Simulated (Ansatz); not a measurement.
# Cl₂F₂OW: basis-set convergence

One table from this session's results is given with a row withheld; the runs are named, their logs left out.

Program: Ansatz 0.2.0, Gaussian basis. Level of theory: one geometry, several basis sets. These are calculated values, not measurements.

Plan: PBE0-D4/def2-SVP; ωB97M-V/def2-SVP; PBE0-D4/def2-QZVPP; ωB97M-V/def2-QZVPP; the functionals' def2-TZVPP values are taken from earlier runs.

### The relaxed structure

An earlier PBE0-D4 in a triple-zeta def2 set relaxation fixed the geometry. W takes the def2 core potential; no spin-orbit term is included.

6 atoms, charge 0, spin multiplicity 1.

Atoms are counted from 1 here; the program's logs count them from 0.

Bond lengths: O1–W2 1.669 Å, W2–F3 1.856 Å, W2–F4 1.856 Å, W2–Cl5 2.275 Å, W2–Cl6 2.275 Å. Angles: O1–W2–F3 105.5°, O1–W2–F4 105.4°, O1–W2–Cl5 104.0°, O1–W2–Cl6 104.0°, F3–W2–F4 83.3°, F3–W2–Cl5 150.4°, F3–W2–Cl6 86.1°, F4–W2–Cl5 86.1°, F4–W2–Cl6 150.4°, Cl5–W2–Cl6 89.6°.

Set-up of the first run:

Contents of in.yaml:

```yaml
crystal:
  periodic: [false, false, false]
  atoms:
    - {symbol: O, position_ang: [-0.947290, -0.046756, -1.463515]}
    - {symbol: W, position_ang: [-0.060010, -0.075050, -0.050127]}
    - {symbol: F, position_ang: [-1.236060, -0.661074, 1.260226]}
    - {symbol: F, position_ang: [0.605959, -1.802147, 0.080888]}
    - {symbol: Cl, position_ang: [2.037235, 0.518855, -0.703325]}
    - {symbol: Cl, position_ang: [-0.357635, 2.002270, 0.829653]}
basis:
  gaussian: {orbitals: def2-SVP}
hamiltonian: {xc: pbe0, dispersion: d4}
output: {orbitals: {seedname: orbitals}}
```

The run is started by

```console
$ ansatz run in.yaml --threads 4 --pin off --events-out ev --progress --plain --max-ram 10444MiB
```

Among the steps run: PBE0-D4 in def2-SVP; ωB97M-V in def2-SVP; PBE0-D4 in def2-QZVPP; ωB97M-V in def2-QZVPP.

One table of the session follows, with a row left open; its other results are not shown here.

It belongs to the step «Density functionals: the series». 

| functional | basis | HOMO (eV) | LUMO (eV) |
| --- | --- | --- | --- |
| PBE0-D4 | def2-SVP | -9.65 | -4.66 |
| PBE0-D4 | def2-TZVPP | ? | ? |
| PBE0-D4 | def2-QZVPP | -9.62 | -4.53 |
| ωB97M-V | def2-SVP | -11.78 | -2.51 |
| ωB97M-V | def2-TZVPP | -11.79 | -2.39 |
| ωB97M-V | def2-QZVPP | -11.81 | -2.43 |

Q: Estimate the row for PBE0-D4, def2-TZVPP from the others.

As computed: HOMO (eV): -9.61; LUMO (eV): -4.52. In the column «HOMO (eV)» it is the highest.
